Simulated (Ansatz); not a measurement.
# A Cs vacancy in perovskite CsPbCl3, 39 atoms, charge −1

Wanted: path and barrier of the jump (PBEsol and HSE06).

All numbers are computed with Ansatz 0.2.0 (PAW, plane waves).

## 1. The starting cell

39 atoms (7 Cs, 8 Pb, 24 Cl); a = 11.234 Å, b = 11.234 Å, c = 11.234 Å, α = 90.00°, β = 90.00°, γ = 90.00°. All atoms were shaken off their sites by about 0.02 Å along each axis. Defect site 1: (0.500, 0.500, 0.500).

The runs, in order: (2) PBEsol relaxation at the single k point (¼, ¼, ¼), on 1 × NVIDIA GB200 with 8 threads of Arm Neoverse-V2; (3) HSE06 single point at the single k point (¼, ¼, ¼), on 1 × NVIDIA GB200 with 8 threads of Arm Neoverse-V2; (4) PBEsol band at the single k point (¼, ¼, ¼), on 1 × NVIDIA GB200 with 8 threads of Arm Neoverse-V2; (5) HSE06 single point at the single k point (¼, ¼, ¼), on 1 × NVIDIA GB200 with 8 threads of Arm Neoverse-V2.

## 2. Relaxing the atoms with PBEsol

Contents of in.yaml:

```yaml
crystal:
  lattice:
    - [11.234338, 0.000000, 0.000000]
    - [0.000000, 11.234338, 0.000000]
    - [0.000000, 0.000000, 11.234338]
  atoms:
    - { symbol: Cs, position: [0.002528, 0.999009, 0.998441] }
    - { symbol: Cs, position: [0.999415, 0.001650, 0.501767] }
    - { symbol: Cs, position: [0.004556, 0.499678, 0.000775] }
    - { symbol: Cs, position: [0.001609, 0.501505, 0.496356] }
    - { symbol: Cs, position: [0.501925, 0.999010, 0.000583] }
    - { symbol: Cs, position: [0.502484, 0.998395, 0.499229] }
    - { symbol: Cs, position: [0.504245, 0.501169, 0.001101] }
    - { symbol: Pb, position: [0.248540, 0.250744, 0.253051] }
    - { symbol: Pb, position: [0.247449, 0.249931, 0.751857] }
    - { symbol: Pb, position: [0.246536, 0.750853, 0.247032] }
    - { symbol: Pb, position: [0.248798, 0.748671, 0.751159] }
    - { symbol: Pb, position: [0.751428, 0.250153, 0.251590] }
    - { symbol: Pb, position: [0.753027, 0.249591, 0.748395] }
    - { symbol: Pb, position: [0.750306, 0.748397, 0.251529] }
    - { symbol: Pb, position: [0.750138, 0.752144, 0.749817] }
    - { symbol: Cl, position: [0.249412, 0.249721, 0.000380] }
    - { symbol: Cl, position: [0.251818, 0.247014, 0.500311] }
    - { symbol: Cl, position: [0.251343, 0.749481, 0.000730] }
    - { symbol: Cl, position: [0.250899, 0.748272, 0.497448] }
    - { symbol: Cl, position: [0.752361, 0.249574, 0.001234] }
    - { symbol: Cl, position: [0.749509, 0.251608, 0.499333] }
    - { symbol: Cl, position: [0.751321, 0.749143, 0.004927] }
    - { symbol: Cl, position: [0.751044, 0.752829, 0.503293] }
    - { symbol: Cl, position: [0.003272, 0.250356, 0.250429] }
    - { symbol: Cl, position: [0.996239, 0.247905, 0.748526] }
    - { symbol: Cl, position: [0.998375, 0.748649, 0.250575] }
    - { symbol: Cl, position: [0.999862, 0.749857, 0.750702] }
    - { symbol: Cl, position: [0.501377, 0.247747, 0.254061] }
    - { symbol: Cl, position: [0.498834, 0.256466, 0.752952] }
    - { symbol: Cl, position: [0.499348, 0.754064, 0.246671] }
    - { symbol: Cl, position: [0.496633, 0.748450, 0.749380] }
    - { symbol: Cl, position: [0.251036, 0.001090, 0.248247] }
    - { symbol: Cl, position: [0.249461, 0.000366, 0.748667] }
    - { symbol: Cl, position: [0.247775, 0.501643, 0.246150] }
    - { symbol: Cl, position: [0.249970, 0.498768, 0.747507] }
    - { symbol: Cl, position: [0.746756, 0.002040, 0.247246] }
    - { symbol: Cl, position: [0.748761, 0.000377, 0.748509] }
    - { symbol: Cl, position: [0.748435, 0.502633, 0.246913] }
    - { symbol: Cl, position: [0.746412, 0.500399, 0.747550] }
  symmetry: { detect: false }
kpoints:
  mp_grid: { grid: [1, 1, 1], shift: [0.25, 0.25, 0.25] }
hamiltonian:
  xc: pbesol
total_charge: -1
scf:
  occupations: { method: fermi_dirac, width: 0.01 }
relax:
  f_tol: 0.03
  max_steps: 80
  escape_saddle: false
  adjacent_minimum: "off"
output:
  forces: true
  eigenvalues: true
  populations: true
  charged_corrections: { epsilon: 17 }
```

Started as:

```sh
$ ansatz run in.yaml --threads 8 --pin off --max-ram 118750MiB --runs-dir r --events-out ev --progress --plain --backend cuda --devices 0, --max-vram 170GiB
```

Further steps of the session: Single point with HSE06; Nudged elastic band for the jump; HSE06 single point.

What does the calculation give? Wanted: for each run, top filled to lowest empty.

The runs gave:

| level | time | top filled to lowest empty (eV) |
| --- | --- | --- |
| PBEsol, relaxation | 7.4 s (GPU) | 3.42 |
| HSE06 | 12 s (GPU) | 4.39 |
| HSE06, at the band's top | 12 s (GPU) | 4.28 |

| quantity | value |
| --- | --- |
| relaxation | 16 recorded steps, 0.87 eV gained |
| largest shift | 0.73 Å (Cs6) |
| barrier forwards, backwards | 0.60, 0.55 eV |
| jump | Cs by 5.49 Å |
| band iterations | 11 |
| top less start by HSE06 | 0.78 eV |

**What this shows.** Relaxation gains 0.87 eV, with shifts up to 0.73 Å (Cs6). The PBEsol barrier is 0.60 eV forwards and 0.55 eV back, about 23 times kT at 300 K, without charge corrections. The cell's size and k points aren't converged for it. The program's check left the order of the top open. On the same two geometries HSE06 gives 0.78 eV. At the same k points, PBEsol gives a spacing 0.97 eV smaller than the 4.39 eV of HSE06. In a defect cell this spacing can involve defect levels, so it need not be the gap. No spin–orbit coupling is included; with elements this heavy it would shift the edges.
